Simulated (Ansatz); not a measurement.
# C₂H₃BFN: one species, many methods

An exercise on one series of results from a longer session: the logs are not shown, and one member is left open.

Method: functionals in def2-TZVPP, the program's frozen cores in correlated methods; program: Ansatz 0.2.0, Gaussian basis.

Levels to be run: LDA (SPW92), PBE-D4, revPBE-D4, BLYP-D4, r2SCAN-D4, B97M-V, PBE0-D4, B3LYP-D4, r2SCANh-D4, r2SCAN0-D4, HSE06-D4, BHLYP-D4, CAM-B3LYP-D4, LC-ωPBE, ωB97X-V, ωB97M-V, B2PLYP, PBE-QIDH; CCSD(T)/def2-SVP; CCSD(T)/def2-TZVPP; MP2/def2-QZVPP; extrapolation to the limit; RPA on PBE.

## The geometry

All runs share one geometry, relaxed beforehand with PBE0-D4 in a triple-zeta def2 set.

8 atoms, charge 0, spin multiplicity 1.

Atoms are counted from 1 here; the program's logs count them from 0.

Bond lengths: F1–B2 1.312 Å, B2–C3 1.553 Å, B2–C5 1.580 Å, C3–N4 1.291 Å, C3–H6 1.087 Å, N4–C5 1.510 Å, C5–H7 1.093 Å, C5–H8 1.090 Å. Angles: F1–B2–C3 135.6°, F1–B2–C5 135.3°, C3–B2–C5 86.1°, B2–C3–N4 90.7°, B2–C3–H6 145.8°, N4–C3–H6 122.6°, C3–N4–C5 99.2°, B2–C5–N4 82.2°, B2–C5–H7 120.5°, B2–C5–H8 118.9°, N4–C5–H7 113.0°, N4–C5–H8 110.1°, H7–C5–H8 109.0°.

Set-up of the first run:

in.yaml

```yaml
crystal:
  periodic: [false, false, false]
  atoms:
    - {symbol: F, position_ang: [0.213159, -1.007260, 1.918416]}
    - {symbol: B, position_ang: [-0.024142, -0.304825, 0.836167]}
    - {symbol: C, position_ang: [0.319032, 1.128458, 0.345830]}
    - {symbol: N, position_ang: [0.303903, 0.728579, -0.881174]}
    - {symbol: C, position_ang: [-0.301671, -0.640555, -0.682292]}
    - {symbol: H, position_ang: [0.656468, 2.120930, 0.633910]}
    - {symbol: H, position_ang: [0.257089, -1.432686, -1.186244]}
    - {symbol: H, position_ang: [-1.331639, -0.649742, -1.040312]}
basis:
  gaussian: {orbitals: def2-TZVPP}
hamiltonian: {xc: lda}
output: {orbitals: {seedname: orbitals}}
```

On the command line:

```sh
$ ansatz run in.yaml --threads 2 --pin off --events-out ev --progress --plain --max-ram 4352MiB
```

Among the steps run: LDA; PBE-D4 (GGA); revPBE-D4 (GGA); BLYP-D4 (GGA); r2SCAN-D4 (meta-GGA); B97M-V (meta-GGA); B3LYP-D4 (hybrid); r2SCANh-D4 (hybrid); r2SCAN0-D4 (hybrid); HSE06-D4 (hybrid); BHLYP-D4 (hybrid); CAM-B3LYP-D4 (range-separated); LC-ωPBE (range-separated); ωB97X-V (range-separated); ωB97M-V (range-separated); B2PLYP (double hybrid); PBE-QIDH (double hybrid).

One table of the session follows, with a row left open; its other results are not shown here.

It belongs to the step «Orbital energies across the functionals». 

| functional | HOMO (eV) | LUMO (eV) | gap (eV) |
| --- | --- | --- | --- |
| LDA (SPW92) | -6.34 | -3.18 | 3.17 |
| PBE-D4 | -6.20 | -2.89 | 3.31 |
| revPBE-D4 | -6.14 | -2.79 | 3.35 |
| BLYP-D4 | -6.09 | -2.74 | 3.35 |
| r2SCAN-D4 | -6.47 | -2.68 | 3.78 |
| B97M-V | -6.59 | -2.58 | 4.02 |
| PBE0-D4 | -7.64 | -1.79 | 5.86 |
| B3LYP-D4 | -7.41 | -2.03 | 5.37 |
| r2SCANh-D4 | -7.01 | -2.27 | 4.73 |
| r2SCAN0-D4 | -7.83 | -1.67 | 6.16 |
| HSE06-D4 | -7.24 | -2.18 | 5.06 |
| BHLYP-D4 | -9.02 | -0.60 | 8.42 |
| CAM-B3LYP-D4 | -9.07 | -0.58 | 8.49 |
| LC-ωPBE | -10.42 | 0.66 | 11.08 |
| ωB97X-V | -10.07 | 0.58 | 10.65 |
| ωB97M-V | ? | ? | ? |

Q: Estimate the row for ωB97M-V from the others.

As computed: HOMO (eV): -9.98; LUMO (eV): 0.46; gap (eV): 10.45. In the column «HOMO (eV)» it lies between ωB97X-V (-10.07) and CAM-B3LYP-D4 (-9.07).
